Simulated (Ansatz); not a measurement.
Geometry optimisation, Ansatz 0.2.0, DFT PBE, scalar-relativistic, plane waves, PAW.

Input:

```yaml
crystal:
  lattice:
    - [5.963739, 0.0, 0.0]
    - [2.981869, 5.164749, 0.0]
    - [0.0, 0.0, 18.086715]
  atoms:
    - { symbol: Mg, position: [0.0, 0.0, 0.0552892] }
    - { symbol: O, position: [0.33333334, 0.83333335, 0.12259512] }
    - { symbol: Mg, position: [2.0e-08, 0.50000001, 0.0552892] }
    - { symbol: O, position: [0.33333332, 0.33333334, 0.12259512] }
    - { symbol: Mg, position: [0.49999997, 0.0, 0.0552892] }
    - { symbol: O, position: [0.83333331, 0.83333335, 0.12259512] }
    - { symbol: Mg, position: [0.49999998, 0.50000001, 0.0552892] }
    - { symbol: O, position: [0.83333329, 0.33333334, 0.12259512] }
    - { symbol: Mg, position: [0.66666665, 0.66666668, 0.18990105] }
    - { symbol: O, position: [2.0e-08, 0.50000001, 0.25720697] }
    - { symbol: Mg, position: [0.66666663, 0.16666667, 0.18990105] }
    - { symbol: O, position: [0.0, 0.0, 0.25720697] }
    - { symbol: Mg, position: [0.16666668, 0.66666668, 0.18990105] }
    - { symbol: O, position: [0.49999998, 0.50000001, 0.25720697] }
    - { symbol: Mg, position: [0.16666666, 0.16666667, 0.18990105] }
    - { symbol: O, position: [0.49999997, 0.0, 0.25720697] }
    - { symbol: Mg, position: [0.33333332, 0.33333334, 0.32451289] }
    - { symbol: O, position: [0.66666663, 0.16666667, 0.39181881] }
    - { symbol: Mg, position: [0.33333334, 0.83333335, 0.32451289] }
    - { symbol: O, position: [0.66666665, 0.66666668, 0.39181881] }
    - { symbol: Mg, position: [0.83333329, 0.33333334, 0.32451289] }
    - { symbol: O, position: [0.16666666, 0.16666667, 0.39181881] }
    - { symbol: Mg, position: [0.83333331, 0.83333335, 0.32451289] }
    - { symbol: O, position: [0.16666668, 0.66666668, 0.39181881] }
    - { symbol: B, position: [0.88888886, 0.88888891, 0.44766091] }
    - { symbol: H, position: [1.0555555, 0.3888889, 0.37467916] }
    - { symbol: H, position: [1.08803582, 0.88966245, 0.46858787] }
    - { symbol: H, position: [0.68897127, 1.08803883, 0.46858787] }
basis:
  ecutwfc: 420.0
kpoints:
  mp_grid: { grid: [3, 3, 1] }
hamiltonian:
  xc: pbe
  pseudopotentials: { kind: paw, azcp: { folder: soft_1 } }
scf:
  occupations: { method: gaussian, width: 0.05 }
  lower_state_search: "off"
relax:
  f_tol: 0.03
  max_steps: 60
  adjacent_minimum: "off"
  constraints: [{ sites: [0, 1, 2, 3, 4, 5, 6, 7] }]
output:
  write_density: true
  write_potential: true
  elf: true
  volumetric_format: npy
```

Run as:

```bash
$ ansatz run input.yaml --threads 4 --pin off --max-ram 10240MiB --backend cpu --events-out ev --progress --plain --runs-dir out
```

Problem. Where does it end, and by what steps?

Solution. The run converged. The force dipped under the threshold on the way, but the program's further checks kept it going. Limits of this set-up: thin slab, slab without dipole correction. After 29 steps the energy has fallen by 10.985 eV; H27 moved furthest, 2.42 Å. Parted: Mg17–H26 (1.77 → 2.68 Å), Mg21–H26 (1.77 → 2.69 Å), B25–H28 (1.25 → 2.87 Å). Joined: O18–H28 (1.45 → 0.96 Å), O20–B25 (2.51 → 1.39 Å).

```tsv
step	energy less start (eV)	largest force component (eV/Å)	accepted
0	0.0000	4.051	yes
2	-4.7170	2.701	yes
4	-7.3779	8.582	yes
6	-8.6550	1.092	yes
8	-9.0335	0.401	yes
10	-9.1204	0.283	yes
12	-9.1874	0.495	yes
14	-9.4674	1.088	yes
16	-9.8188	1.131	yes
18	-10.1374	1.295	yes
20	-10.6619	2.112	yes
22	-10.8928	0.594	yes
24	-10.9620	0.233	yes
26	-10.9801	0.173	yes
28	-10.9848	0.030	yes
29	-10.9848	0.030	yes
```

```xyz
28
Lattice="5.9637 0.0000 0.0000 2.9819 5.1647 0.0000 0.0000 0.0000 18.0867" Properties=species:S:1:pos:R:3
Mg 0.000 0.000 1.000
O 4.473 4.304 2.217
Mg 1.491 2.582 1.000
O 2.982 1.722 2.217
Mg 2.982 0.000 1.000
O 7.455 4.304 2.217
Mg 4.473 2.582 1.000
O 5.964 1.722 2.217
Mg 5.956 3.444 3.473
O 1.491 2.568 4.659
Mg 4.473 0.873 3.454
O 0.009 0.001 4.681
Mg 2.989 3.445 3.472
O 4.472 2.604 4.754
Mg 1.491 0.847 3.478
O 2.974 0.001 4.679
Mg 2.943 1.707 5.945
O 4.474 0.927 6.960
Mg 4.471 4.180 6.114
O 6.259 3.401 7.144
Mg 6.003 1.706 5.952
O 1.490 0.756 7.028
Mg 7.454 4.387 5.793
O 2.688 3.399 7.142
B 7.456 3.224 7.834
H 7.467 0.738 7.994
H 7.456 2.950 9.016
H 7.447 6.089 7.925
```

Run time: 4.9 min on 4 threads of Intel(R) Xeon(R) Platinum 8259CL CPU @ 2.50GHz (Skylake/Cascade Lake), on a shared host, peak memory 2 GiB.
